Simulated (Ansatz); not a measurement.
# C2H5F3Si: one species, many methods

Aim: compute C2H5F3Si with functionals from several rungs and with coupled cluster. The yardstick is the atomisation energy at the CCSD(T) limit.

Computed with Ansatz 0.2.0, Gaussian basis. Level: functionals in def2-TZVPP, the program's frozen cores in correlated methods.

The runs, in order: LDA (SPW92), PBE-D4, revPBE-D4, BLYP-D4, r2SCAN-D4, B97M-V, PBE0-D4, B3LYP-D4, r2SCANh-D4, r2SCAN0-D4, HSE06-D4, BHLYP-D4, CAM-B3LYP-D4, LC-ωPBE, ωB97X-V, ωB97M-V, B2PLYP, PBE-QIDH; CCSD(T)/def2-SVP; CCSD(T)/def2-TZVPP; MP2/def2-QZVPP; extrapolation to the limit; RPA on PBE.

### 1 The geometry

An earlier PBE0-D4 in a triple-zeta def2 set relaxation fixed the geometry.

SMILES `C[SiH2]C(F)(F)F`, 11 atoms, charge 0, spin multiplicity 1.

Atoms are counted from 1 here; the program's logs count them from 0.

Bond lengths: C1–Si2 1.859 Å, C1–H7 1.092 Å, C1–H8 1.092 Å, C1–H9 1.092 Å, Si2–C3 1.934 Å, Si2–H10 1.483 Å, Si2–H11 1.483 Å, C3–F4 1.349 Å, C3–F5 1.345 Å, C3–F6 1.349 Å. Angles: Si2–C1–H7 110.6°, Si2–C1–H8 110.6°, Si2–C1–H9 110.6°, H7–C1–H8 108.3°, H7–C1–H9 108.3°, H8–C1–H9 108.4°, C1–Si2–C3 108.3°, C1–Si2–H10 112.9°, C1–Si2–H11 112.9°, C3–Si2–H10 106.0°, C3–Si2–H11 106.0°, H10–Si2–H11 110.3°, Si2–C3–F4 111.8°, Si2–C3–F5 112.8°, Si2–C3–F6 111.8°, F4–C3–F5 106.8°, F4–C3–F6 106.5°, F5–C3–F6 106.7°.

### 2 LDA

This LDA is Slater exchange with PW92 correlation.

Contents of in.yaml:

```yaml
crystal:
  periodic: [false, false, false]
  atoms:
    - {symbol: C, position_ang: [-0.349503, -1.159823, 1.051027]}
    - {symbol: Si, position_ang: [0.666749, -0.359064, -0.284474]}
    - {symbol: C, position_ang: [-0.163032, 1.324630, -0.749836]}
    - {symbol: F, position_ang: [-1.424984, 1.155787, -1.194779]}
    - {symbol: F, position_ang: [0.502619, 1.984658, -1.713676]}
    - {symbol: F, position_ang: [-0.238628, 2.156051, 0.309468]}
    - {symbol: H, position_ang: [0.087455, -2.116593, 1.345262]}
    - {symbol: H, position_ang: [-1.368048, -1.341872, 0.702084]}
    - {symbol: H, position_ang: [-0.396661, -0.519374, 1.934167]}
    - {symbol: H, position_ang: [2.043117, -0.026976, 0.157419]}
    - {symbol: H, position_ang: [0.706214, -1.154325, -1.535861]}
basis:
  gaussian: {orbitals: def2-TZVPP}
hamiltonian: {xc: lda}
output: {orbitals: {seedname: orbitals}}
```

After this run come: PBE-D4 (GGA); revPBE-D4 (GGA); BLYP-D4 (GGA); r2SCAN-D4 (meta-GGA); B97M-V (meta-GGA); PBE0-D4 (hybrid); B3LYP-D4 (hybrid); r2SCANh-D4 (hybrid); r2SCAN0-D4 (hybrid); HSE06-D4 (hybrid); BHLYP-D4 (hybrid); CAM-B3LYP-D4 (range-separated); LC-ωPBE-D4 (range-separated); ωB97X-V (range-separated); ωB97M-V (range-separated); B2PLYP (double hybrid); PBE-QIDH (double hybrid); CCSD(T) in def2-SVP; CCSD(T) in def2-TZVPP; MP2 in def2-QZVPP; RPA on PBE orbitals.

Before running them: what should the planned runs give, taken together? Wanted: atomisation energy, CCSD(T)/CBS; farthest beyond LDA; mean size of error, GGA; mean size of error, meta-GGA; mean size of error, hybrid; mean size of error, range-separated; mean size of error, double hybrid; gap, smallest and largest; T1 diagnostic.

**Answer**, as computed:

| quantity | value |
| --- | --- |
| atomisation energy, CCSD(T)/CBS | 967.3 kcal/mol |
| functionals within 4.8 kcal/mol (0.5 %) | BLYP-D4, B97M-V, PBE0-D4, B3LYP-D4, r2SCANh-D4, HSE06-D4, LC-ωPBE, ωB97M-V |
| farthest beyond LDA | BHLYP-D4 (-37.2 kcal/mol) |
| mean size of error, GGA | 9.9 kcal/mol |
| mean size of error, meta-GGA | 2.8 kcal/mol |
| mean size of error, hybrid | 10.1 kcal/mol |
| mean size of error, range-separated | 4.5 kcal/mol |
| mean size of error, double hybrid | 9.8 kcal/mol |
| gap, smallest and largest | 7.24 eV (LDA (SPW92)), 14.51 eV (LC-ωPBE) |
| T1 diagnostic | 0.0121 |
| triples share of the correlation energy | 3.2 % |

In words: The LDA atomisation energy is off by 160.6 kcal/mol (17 %): it overbinds. PBE-D4 misses by +23.7 kcal/mol. Double hybrids carry the basis error of their MP2 part in triple zeta, and no dispersion term here, so their miss is partly the set-up's. The rungs meta-GGA, range-separated miss on average by less than the doubt on the reference (4.8 kcal/mol), so they tie. Misses under about 4.8 kcal/mol are within the doubt on the reference itself, which lacks core-valence correlation, relativity and higher excitations. Hartree-Fock recovers 72 % of the binding; the rest is correlation. CCSD(T) in def2-SVP is off by -51.9 kcal/mol, more than most functionals: a good method in a small basis is no reference. Orbital gaps span 7.2 to 14.5 eV; exact exchange widens them.
